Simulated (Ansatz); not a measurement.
Geometry optimisation, Ansatz 0.2.0, DFT PBE, scalar-relativistic, plane waves, PAW.

Input:

```yaml
crystal:
  lattice:
    - [5.8016, 0.0, 0.0]
    - [-2.9008, 5.024333, 0.0]
    - [0.0, 0.0, 15.24425]
  atoms:
    - { symbol: W, position: [0.0, 0.0, 0.0655985] }
    - { symbol: C, position: [0.3333333, 0.1666667, 0.158404] }
    - { symbol: W, position: [0.0, 0.0, 0.2512095] }
    - { symbol: C, position: [0.3333333, 0.1666667, 0.344015] }
    - { symbol: W, position: [0.0, 0.5, 0.0655985] }
    - { symbol: C, position: [0.3333333, 0.6666667, 0.158404] }
    - { symbol: W, position: [0.0, 0.5, 0.2512095] }
    - { symbol: C, position: [0.3333333, 0.6666667, 0.344015] }
    - { symbol: W, position: [0.5, 0.0, 0.0655985] }
    - { symbol: C, position: [0.8333333, 0.1666667, 0.158404] }
    - { symbol: W, position: [0.5, 0.0, 0.2512095] }
    - { symbol: C, position: [0.8333333, 0.1666667, 0.344015] }
    - { symbol: W, position: [0.5, 0.5, 0.0655985] }
    - { symbol: C, position: [0.8333333, 0.6666667, 0.158404] }
    - { symbol: W, position: [0.5, 0.5, 0.2512095] }
    - { symbol: C, position: [0.8333333, 0.6666667, 0.344015] }
    - { symbol: C, position: [0.8445927, 0.4283674, 0.4023976] }
    - { symbol: O, position: [0.8445927, 0.4283674, 0.4784919] }
basis:
  ecutwfc: 420.0
kpoints:
  mp_grid: { grid: [5, 5, 1] }
hamiltonian:
  xc: pbe
  pseudopotentials: { kind: paw, azcp: { folder: soft_1 } }
scf:
  occupations: { method: fermi_dirac, width: 0.05 }
  lower_state_search: "off"
relax:
  f_tol: 0.03
  max_steps: 60
  adjacent_minimum: "off"
  constraints: [{ sites: [0, 4, 8, 12] }]
```

Launched with:

```bash
$ ansatz run input.yaml --threads 4 --pin off --max-ram 10240MiB --backend cpu --events-out ev --progress --plain --runs-dir out
```

Task: Where does it end, and by what steps?

Result: It converged. Limits of this set-up: coarse k mesh, thin slab, slab without dipole correction, no dispersion correction for a molecule that may bind weakly, a typed lattice constant that wasn't relaxed here. After 6 steps the energy has fallen by 2.927 eV; C8 moved furthest, 0.31 Å.

| step | energy less start (eV) | largest force component (eV/Å) | accepted |
| --- | --- | --- | --- |
| 0 | 0.0000 | 4.509 | yes |
| 1 | -2.4149 | 1.411 | yes |
| 2 | -2.8005 | 1.652 | yes |
| 3 | -2.7314 | 2.300 | no |
| 4 | -2.9222 | 0.149 | yes |
| 5 | -2.9263 | 0.053 | yes |
| 6 | -2.9268 | 0.028 | yes |

```xyz
18
Lattice="5.8016 0.0000 0.0000 -2.9008 5.0243 0.0000 0.0000 0.0000 15.2442" Properties=species:S:1:pos:R:3
W 0.000 0.000 1.000
C 1.430 0.826 2.345
W -0.054 -0.031 3.929
C 1.368 0.790 5.008
W -1.450 2.512 1.000
C 0.025 3.364 2.275
W -1.425 2.527 3.757
C -0.026 3.335 4.931
W 2.901 0.000 1.000
C 4.360 0.831 2.337
W 2.882 0.014 3.879
C 4.178 0.985 5.143
W 1.450 2.512 1.000
C 2.899 3.360 2.337
W 1.453 2.489 3.879
C 2.942 3.125 5.143
C 3.675 2.121 6.082
O 3.942 2.277 7.250
```

Whether the end is a true minimum wasn't checked by a vibrational analysis.

Time of the run: 100 s on 4 threads of Arm Neoverse V1, on a shared host, peak memory 1.3 GiB.
